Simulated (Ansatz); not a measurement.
# AlN: the cost of one run

Method: DFT r2SCAN, scalar-relativistic, plane waves, PAW, in Ansatz 0.2.0.

## Step 1: The structure to begin with

Symmetry: F-43m, No. 216, cubic system. Conventional cell: a = 4.370 Å, b = 4.370 Å, c = 4.370 Å, α = 90.00°, β = 90.00°, γ = 90.00°. Al (site symmetry -43m) is surrounded by 4 N at 1.89 Å. N (site symmetry -43m) is surrounded by 4 Al at 1.89 Å.

Structure file:

```
CELL_PARAMETERS angstrom
0.00000 2.18490 2.18490
2.18490 0.00000 2.18490
2.18490 2.18490 0.00000
ATOMIC_POSITIONS crystal
Al 0.00000 0.00000 0.00000
N 0.75000 0.75000 0.75000
```

It goes back to an entry of the Materials Project, which need not be the stable form.

It is the result of an earlier relaxation at this level (volume 10.43 Å³/atom; gap on the mesh: 3.94 eV).

## Step 2: The reference cell

Reference values: F = -928.4372 eV; pressure 0.00 GPa; largest force 0.000 eV/Å; gap on the mesh 3.94 eV. It was computed beforehand with the settings of the runs below.

## Step 3: Normal modes

Contents of input.yaml:

```yaml
crystal:
  lattice:
    - [0.0, 2.1849006262, 2.1849006262]
    - [2.1849006262, 0.0, 2.1849006262]
    - [2.1849006262, 2.1849006262, 0.0]
  atoms:
    - { symbol: Al, position: [0.0, 0.0, 0.0] }
    - { symbol: "N", position: [0.75, 0.75, 0.75] }
basis:
  ecutwfc: 500
kpoints:
  mp_grid: { grid: [10, 10, 10] }
hamiltonian:
  xc: r2scan
scf:
  occupations: { method: gaussian, width: 0.05 }
output:
  eigenvalues: true
phonons:
  method: fd
  supercell: [1, 1, 1]
  amplitude: 0.02
  eigenvectors: true
  dielectric: false
```

Command:

```console
$ ansatz run input.yaml --threads 2 --pin off --max-ram 5120MiB --backend cpu --events-out ev --progress --plain --runs-dir out
```

What time and memory should one allow on 2 threads of Oxide Virtual Turin-like (Zen 5), shared host?

About 8.9 s, with a peak of 0.58 GiB.
